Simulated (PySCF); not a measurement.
# Nd(NH2)3: other functionals and bases at one geometry

The task here is to estimate one member of a computed series from the others.

Method: several levels, as the steps say, no spin–orbit coupling; program: PySCF 2.14.0.

6 further runs of the same task are left out: 2 for a known fault of the program, 4 that didn't finish.

### The system as given

10 atoms, charge 0, spin multiplicity 1.

Bond lengths: Nd1–N2 2.248 Å, Nd1–N5 2.248 Å, Nd1–N8 2.248 Å, N2–H3 1.024 Å, N2–H4 1.024 Å, N5–H6 1.024 Å, N5–H7 1.024 Å, N8–H9 1.024 Å, N8–H10 1.024 Å. Angles: N2–Nd1–N5 118.7°, N2–Nd1–N8 119.4°, N5–Nd1–N8 118.3°, Nd1–N2–H3 126.9°, Nd1–N2–H4 127.7°, H3–N2–H4 105.2°, Nd1–N5–H6 127.7°, Nd1–N5–H7 127.0°, H6–N5–H7 105.2°, Nd1–N8–H9 128.9°, Nd1–N8–H10 125.8°, H9–N8–H10 105.2°.

Geometry (Å):

```tsv
atom	x (Å)	y (Å)	z (Å)
Nd1	-0.0182	-0.0214	0.2812
N2	2.2300	-0.0002	0.2589
H3	2.8373	0.8234	0.2324
H4	2.8625	-0.8019	0.1880
N5	-1.1182	1.9220	0.0236
H6	-0.7252	2.8676	0.0160
H7	-2.1157	2.0443	-0.1737
N8	-1.1096	-1.9336	-0.1748
H9	-0.7332	-2.8805	-0.2741
H10	-2.1095	-2.0196	-0.3775
```

Formal oxidation states: Nd +3. Each metal's 3 4f electrons lie in its core potential, so multiplicities, spins and levels count the valence alone. An earlier session relaxed this geometry at B3LYP, Nd lcecp-1-SVP with ECP49, N def2-SVP, H def2-SVP (singlet, point group Cs).

At B3LYP on the finer grid: E = -201.766384 Eh, HOMO -5.64 eV, LUMO -1.39 eV, Mulliken charge on Nd1 +0.84 e, largest force component 0.022 eV/Å. 

Levels to run: revPBE; BLYP; M06-L; TPSSh; B3LYP, TZVP. Hardware: 2 threads of Arm Neoverse V1, shared host.

The first run:

Contents of run.py (the lines that set the calculation):

```python
mol = gto.M(atom='''
Nd    -0.01825    -0.02140     0.28115
N      2.22997    -0.00019     0.25886
H      2.83726     0.82340     0.23238
H      2.86247    -0.80193     0.18798
N     -1.11824     1.92195     0.02364
H     -0.72524     2.86756     0.01605
H     -2.11566     2.04427    -0.17370
N     -1.10956    -1.93363    -0.17483
H     -0.73324    -2.88046    -0.27405
H     -2.10950    -2.01957    -0.37747''',
    basis={'Nd': 'lcecp-1-SVP', 'N': 'def2-SVP', 'H': 'def2-SVP'},
    ecp={'Nd': 'lcecp-1-SVP'},
    charge=0, spin=0)
mf = dft.RKS(mol, xc='PBE_R,PBE')
mf.grids.atom_grid = (75, 302)  # f atoms: unpruned, at least (60, 302)
mf = mf.density_fit()  # fitting sets: Nd AutoAux, N def2-universal-JKFIT, H def2-universal-JKFIT
mf.conv_tol = 1e-08; mf.max_cycle = 55
mf.kernel(dm0)  # dm0: the density of the relaxed state
```

Launch:

```sh
$ OMP_NUM_THREADS=2 python run.py
```

Among the steps run: revPBE; BLYP; M06-L; TPSSh; B3LYP, TZVP.

One table of the session follows, with a row left open; its other results are not shown here.

| level | HOMO (eV) | gap (eV) | charge on Nd1 (e) | dipole (D) | largest force component (eV/Å) |
| --- | --- | --- | --- | --- | --- |
| B3LYP (relaxed here) | -5.64 | 4.26 | 0.84 | 0.90 | 0.02 |
| revPBE | -4.50 | 2.88 | 0.75 | 0.83 | 0.35 |
| BLYP | -4.43 | 2.69 | 0.68 | 0.84 | 0.35 |
| M06-L | -4.60 | 3.93 | 1.07 | 0.95 | 0.15 |
| TPSSh | ? | ? | ? | ? | ? |
| B3LYP, TZVP | -5.86 | 4.39 | 1.60 | 0.99 | 0.53 |

Q: Estimate the row for TPSSh from the others.

**Answer.** HOMO (eV): -5.12; gap (eV): 3.85; charge on Nd1 (e): 0.90; dipole (D): 0.89; largest force component (eV/Å): 0.15. In the column «HOMO (eV)» it lies between B3LYP (relaxed here) (-5.64) and M06-L (-4.60).

In one basis the HOMO–LUMO gap runs from 2.69 eV (BLYP) to 4.26 eV (B3LYP). The largest leftover force, 0.53 eV/Å with B3LYP, TZVP, stands at a geometry relaxed at another level. With 4f in the core, its levels are missing from HOMO and gap, and its count is fixed, so no charge can pass from the ligands into it. Total energies of different levels can't be compared.
